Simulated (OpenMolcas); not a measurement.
# Mo³⁺ among point charges: CASSCF and CASPT2 levels and susceptibility

How does a field of 6 point charges split the states of Mo³⁺, and what χT follows?

Method: state-averaged CASSCF and CASPT2, spin-orbit coupling by RASSI with atomic mean-field integrals. Code: OpenMolcas 26.06.

## Step 1: What is computed

| Quantity | Value |
| --- | --- |
| Species | Mo³⁺ (molybdenum, Z = 42, 39 electrons) |
| Basis | ANO-RCC-VDZP [6s5p3d1f], 43 functions |
| Scalar Hamiltonian | DKH2, point nucleus |
| Inactive shells | 1s 2s 2p 3s 3p 3d 4s 4p |
| Active space | 3 electrons in 5 orbitals (4d) |
| Some configurations of this space | 4d³ |
| Orbitals | optimised for each spin and parity, averaged over all roots |

Outer shells as boxes (Hund's rule):

4d3
```
4d [↑ ][↑ ][↑ ][  ][  ]
```

The ion sits among 6 point charges of -1.5 e arranged as an octahedron (Oh), 1.92 Å from the ion.

Each step is its own input file, run in one work folder so that later steps find the files of earlier ones. Labels, J, g values, rates, χT and fits are worked out afterwards by a script from the matrices that RASSI stores. The input lists half of the charges; inversion (Group=XYZ) makes the rest.

## Step 2: One- and two-electron integrals

File a.inp:

```
&GATEWAY
Coord
1

Mo 0.0 0.0 0.0
Basis=ANO-RCC-VDZP
Group=XYZ
NoMove
AngMom=0.0 0.0 0.0
AMFI
XField
3 Angstrom 0
1.920000 0.000000 0.000000 -1.500000
0.000000 1.920000 0.000000 -1.500000
0.000000 0.000000 1.920000 -1.500000
&SEWARD
```

Run with:

```console
$ OMP_NUM_THREADS=1 MOLCAS_MEM=1689 MOLCAS_PROJECT=a pymolcas a.inp > a.log
```

## Step 3: CASSCF: quartets of even parity, 10 roots

File a.inp:

```
&RASSCF
FileOrb=start.orb
Symmetry=1
Spin=4
nActEl=3 0 0
Inactive=9 9
Ras2=5 0
CIRoot=10 10 1
SDav=10
CIMx=300
Iter=120 100
PrWF=0.3
OrbListing=Nothing
MaxOrb=0
>>> COPY $Project.JobIph JOB001
```

start.orb holds the contracted functions of the basis, ordered by shell, or the orbitals of the step before.

## Step 4: CASSCF: doublets of even parity, 40 roots

File a.inp:

```
&RASSCF
FileOrb=start.orb
Symmetry=1
Spin=2
nActEl=3 0 0
Inactive=9 9
Ras2=5 0
CIRoot=40 40 1
SDav=40
CIMx=300
Iter=120 100
PrWF=0.3
OrbListing=Nothing
MaxOrb=0
>>> COPY $Project.JobIph JOB002
```

## Step 5: State interaction with spin-orbit coupling

File a.inp:

```
&RASSI
NrOfJobIphs=2 10 40
1 2 3 4 5 6 7 8 9 10
1 2 3 4 5 6 7 8 9 10 11 12 13 14 15 16 17 18 19 20 21 22 23 24 25 26 27
28 29 30 31 32 33 34 35 36 37 38 39 40
IphNames
JOB001
JOB002
EJob
SpinOrbit
DIPRint=1.0
SOCoupling=1000.0
Subsets=2
Property=9
'ANGMOM' 1 'ANGMOM' 2 'ANGMOM' 3 'MLTPL  1' 1 'MLTPL  1' 2 'MLTPL  1' 3
'AMFI' 1 'AMFI' 2 'AMFI' 3
SOProperty=3
'ANGMOM' 1 'ANGMOM' 2 'ANGMOM' 3
```

## Step 6: CASPT2: IPEA 0.25, imaginary shift 0.1 (closed shells correlated: 4s 4p)

File a.inp:

```
>>> COPY JOB001 $Project.JobIph
&CASPT2
Multistate=10 1 2 3 4 5 6 7 8 9 10
NoMult
Frozen=8 6
IPEA=0.25
Imaginary=0.1
MaxIter=60
WThr=0.0 0.3 0.05
PrWF=0.5
NoMix
>>> COPY JOB002 $Project.JobIph
&CASPT2
Multistate=40 1 2 3 4 5 6 7 8 9 10 11 12 13 14 15 16 17 18 19 20 21 22
23 24 25 26 27 28 29 30 31 32 33 34 35 36 37 38 39 40
NoMult
Frozen=8 6
IPEA=0.25
Imaginary=0.1
MaxIter=60
WThr=0.0 0.3 0.05
PrWF=0.5
NoMix
```

(Steps that only read results are left out.)

What does the calculation give? Wanted: spin-free ground state; first state of the same spin within the active space; lowest level; next level.

As calculated:

```
                                            quantity                                                                        value
                                              method  SS-CASPT2, IPEA 0.25, imaginary shift 0.1 (closed shells correlated: 4s 4p)
                              spin-free ground state                                              4A2, 1-fold in its orbital part
first state of the same spin within the active space                                                            4T2 at 13700 cm⁻¹
                                        lowest level                                                                    4-fold Γ8
                                          next level                                                                 11997.7 cm⁻¹
                                         χT at 300 K                                                               1.63 cm³ K/mol
                           effective moment at 300 K                                                                      3.61 μB
```

Cost by method:

```
                                              method  time of its own steps  time with the reference
                                           A. CASSCF                   13 s                     13 s
B. SS-CASPT2, IPEA 0.25, imaginary shift 0.1, +4s 4p                  4.4 s                     18 s
```

Times are of one thread on a shared host.

**Reading.** The spin-free ground state (4A2) comes to 100 % from free-ion F terms and keeps the highest spin of the shell. χT at 300 K is 1.63, against 1.88 cm³ K/mol for the spin alone, so spin-orbit coupling lowers it. CASPT2 does not keep the components of a term degenerate, and the means are used. The field of point charges can differ much from that of real complexes. This is an electrostatic model: the charges have no orbitals.
